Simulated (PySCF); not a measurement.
# CsSi: bond curves at several levels of theory

The task here is to estimate one member of a computed series from the others.

The runs use PySCF 2.14.0; Cs x2c-TZVPPall, Si x2c-TZVPPall, spin-free X2C with a Gaussian nucleus.

The first run:

A driver script around PySCF takes these settings:

| Quantity | Value |
| --- | --- |
| atoms | Cs, Si |
| charge | 0 |
| basis | Cs x2c-TZVPPall, Si x2c-TZVPPall |
| Hamiltonian | spin-free X2C with a Gaussian nucleus |
| basis functions | 127 |
| electrons treated | 69 |
| masses in u | 132.9054, 27.9769 |
| levels | PBE0, PBE, r²SCAN, M06-2X, LDA, B3LYP, PW91, LC-ωPBE, HF, MP2, SCS-MP2 |
| grid | 80 radial by 434 angular points |
| occupations | held fixed by the projection of orbital angular momentum |
| dissociation limit | Cs + Si, each in its ground configuration |
| starting distance in angstrom | 3.320 |
| values of 2S to try | 1, 3 |

Run with:

```sh
OMP_NUM_THREADS=2 python dia.py task.json out
```

Among the steps run: Input; The PBE0 curve of the state that the search chose; Excited determinants; PBE (GGA); r²SCAN (meta-GGA); M06-2X (hybrid meta-GGA); LDA (local density); B3LYP; PW91; LC-ωPBE (range-separated hybrid); UHF.

One table of the session follows, with a row left open; its other results are not shown here.

Energy (eV) from each level's lowest point:

```
R (Å)    UHF  UHF-MP2  UHF-SCS-MP2    LDA    PBE
2.812  0.683    0.378        0.421  0.256  0.343
2.943  0.373    0.171        0.198  0.096  0.152
3.074  0.175    0.055        0.069  0.018  0.047
3.172      ?        ?            ?      ?      ?
3.270  0.026    0.000        0.000  0.007  0.000
3.368  0.000    0.011        0.005  0.033  0.011
3.499  0.000    0.052        0.040  0.089  0.050
3.662  0.041    0.134        0.115  0.182  0.123
3.859  0.128    0.259        0.235  0.309  0.233
4.120  0.278    0.449        0.419  0.487  0.392
```

Estimate the missing values for R (Å) = 3.172.

Worked estimate for «UHF». A straight line through the neighbours (3.074, 0.175) and (3.270, 0.026) gives 0.175 + (0.026 − 0.175) × (3.172 − 3.074) / (3.270 − 3.074) = 0.100; a parabola fitted to 4 rows on both sides gives 0.080.

As computed: UHF: 0.082; UHF-MP2: 0.012; UHF-SCS-MP2: 0.019; LDA: 0.000; PBE: 0.010. In «UHF» the line misses by +0.018 and the parabola by -0.002.
